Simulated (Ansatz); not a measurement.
# Mg (bcc type): how the settings move a single-point run

Aim: see which settings change the result for Mg (bcc type), by how much, and at what cost.

Computed with Ansatz 0.2.0 (reference: DFT, LDA, PAW with Ansatz's default frozen-core files, scalar-relativistic, unless a step's input says otherwise).

1 further run of the same task is left out (it didn't finish). Runs told in other sessions of the task aren't counted.

### Step 1. The system as given

Symmetry: Im-3m, No. 229, cubic system. Conventional cell: a = 2.821 Å, b = 2.821 Å, c = 2.821 Å, α = 90.00°, β = 90.00°, γ = 90.00°. Mg (site symmetry m-3m) is surrounded by 8 Mg at 2.44 Å.

Coordinates:

```
CELL_PARAMETERS angstrom
-1.41038 1.41038 1.41038
1.41038 -1.41038 1.41038
1.41038 1.41038 -1.41038
ATOMIC_POSITIONS crystal
Mg 0.00000 0.00000 0.00000
```

### Step 2. The reference run

Input file input.yaml:

```yaml
crystal:
  lattice:
    - [-1.4103761656, 1.4103761656, 1.4103761656]
    - [1.4103761656, -1.4103761656, 1.4103761656]
    - [1.4103761656, 1.4103761656, -1.4103761656]
  atoms:
    - { symbol: Mg, position: [0.0, 0.0, 0.0] }
kpoints:
  mp_grid: { grid: [15, 15, 15] }
scf:
  occupations: { method: fermi_dirac, width: 0.08 }
hamiltonian:
  xc: lda
  pseudopotentials: { kind: paw }
output:
  forces: true
  stress: true
  eigenvalues: true
basis:
  ecutwfc: 1000
```

On the command line:

```bash
$ ansatz run input.yaml --threads 1 --pin off --max-ram 2048MiB --backend cpu --events-out ev --progress --plain --runs-dir out
```

### Step 3. Variant: xc_grid 4, ecutrho_ratio 6

input.yaml: that of step 2 with these lines changed.

```diff
@@ -20 +20,3 @@
   ecutwfc: 1000
+  xc_grid: 4
+  ecutrho_ratio: 6
```

Q: Predict the outcome of this session. Wanted: for each run, ending; energy change; pressure; gap; force.

**Answer**, as computed:

| run | ending | energy change | pressure (GPa) | gap (eV) | force (eV/Å) | cycles | time |
| --- | --- | --- | --- | --- | --- | --- | --- |
| reference | converged | 0 | 91.6 | 0.00 | 0.00 | 6 | 2.5 s |
| 1: xc_grid 4, ecutrho_ratio 6 | converged | 0.0 meV/atom | 91.6 | 0.00 | 0.00 | 6 | 2.7 s |

Residual by cycle in the longest SCF loop of each run; runs are numbered as in the table. The quantity is the density residual dr2, in eV.

| cycle | reference | run 1 |
| --- | --- | --- |
| 1 | 0.00293 | 0.00293 |
| 2 | 2.6e-4 | 2.6e-4 |
| 3 | 1.7e-5 | 1.7e-5 |
| 4 | 3.0e-8 | 3.0e-8 |
| 5 | 7.9e-11 | 7.9e-11 |
| 6 | 4.4e-13 | 4.4e-13 |

**Reading.** Changing the numerical grids leaves the energy as it was (0.0 meV/atom). The structure is not at rest: the sound run finds 92 GPa, so these are no properties of the relaxed crystal. 
